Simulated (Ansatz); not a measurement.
Predict the output of the script below (the Python package of Ansatz (0.2.0)).

The script, `energy_c2h6o2si2.py`:
```python
"""Single point of C2H6O2Si2 in a Gaussian basis."""

from pathlib import Path
import warnings

import ansatz as az

warnings.simplefilter("ignore", az.DeckWarning)

geometry_ang = [
    ("O", (-0.9496, -1.9352, 2.3334)),
    ("Si", (0.2287, -0.8941, 1.8509)),
    ("O", (-0.1142, -0.3472, 0.3146)),
    ("Si", (0.6525, 0.6908, -0.7667)),
    ("C", (-0.4551, 1.716, -1.7316)),
    ("C", (-0.1792, 0.6353, -2.3606)),
    ("H", (-1.6544, -2.0249, 1.6515)),
    ("H", (1.5445, -1.6246, 1.8576)),
    ("H", (0.3191, 0.2733, 2.8228)),
    ("H", (2.0563, 0.6971, -0.8528)),
    ("H", (-1.0211, 2.6274, -1.8183)),
    ("H", (-0.3506, 0.1307, -3.2669)),
]
system = az.Crystal.molecule()
for symbol, xyz in geometry_ang:
    system = system.atom(symbol, xyz)

setup = system.calculation()
setup = setup.basis(gaussian="def2-SVPD")
setup = setup.functional("HF")
setup = setup.orbitals()
out = setup.run(threads=1, runs_dir="out")
data = out.report

print("reference energy %16.6f eV" % data["reference_energy_ev"])
print("total energy     %16.6f eV" % data["free_energy_ev"])
print("occupied orbitals outside the frozen core (up, down):", data["n_occupied"], " frozen:", data["n_frozen"], " virtual:", data["n_virtual"])

lines = Path(data["orbitals_path"]).read_text().splitlines()
field_of = lambda key: [line.split("=")[1].strip() for line in lines if line.startswith(key)]
orbitals = [(27.211386 * float(e), s, float(n)) for e, s, n in zip(field_of("Ene="), field_of("Spin="), field_of("Occup="))]
homo = max(e for e, _, n in orbitals if n > 0.5)
lumo = min(e for e, _, n in orbitals if n < 0.5)
for e, spin, n in sorted(orbitals):
    if homo - 10 < e < lumo + 5:
        print(f"{spin:6s} {e:10.3f} eV  occupation {n:.0f}")
```

Running `python energy_c2h6o2si2.py` prints:
```text
reference energy    -21946.503227 eV
total energy        -21946.503227 eV
occupied orbitals outside the frozen core (up, down): [31, 31]  frozen: 0  virtual: [151, 151]
Alpha     -18.421 eV  occupation 2
Alpha     -17.375 eV  occupation 2
Alpha     -16.068 eV  occupation 2
Alpha     -15.863 eV  occupation 2
Alpha     -15.443 eV  occupation 2
Alpha     -14.548 eV  occupation 2
Alpha     -14.273 eV  occupation 2
Alpha     -13.086 eV  occupation 2
Alpha     -12.079 eV  occupation 2
Alpha     -11.292 eV  occupation 2
Alpha      -9.515 eV  occupation 2
Alpha       2.189 eV  occupation 0
Alpha       2.398 eV  occupation 0
Alpha       2.856 eV  occupation 0
Alpha       3.093 eV  occupation 0
Alpha       3.298 eV  occupation 0
Alpha       3.541 eV  occupation 0
Alpha       3.678 eV  occupation 0
Alpha       4.032 eV  occupation 0
Alpha       4.321 eV  occupation 0
Alpha       4.678 eV  occupation 0
Alpha       4.874 eV  occupation 0
Alpha       5.249 eV  occupation 0
Alpha       5.571 eV  occupation 0
Alpha       5.781 eV  occupation 0
Alpha       5.952 eV  occupation 0
Alpha       6.159 eV  occupation 0
Alpha       6.497 eV  occupation 0
Alpha       6.987 eV  occupation 0
```

Total energies depend on the basis set; only differences at equal settings carry meaning. The geometry is a force-field or estimated start, not a minimum of this method, and the basis set is short of its limit. Alpha marks a spatial orbital of a restricted run, filled by both spins. Levels such as HOMO and LUMO are orbital energies: in Hartree-Fock the gap is too wide and the LUMO hangs on the basis. The whole script took 5.6 s on 1 thread of Arm Neoverse V1, on a shared host, peak memory 0.56 GiB.
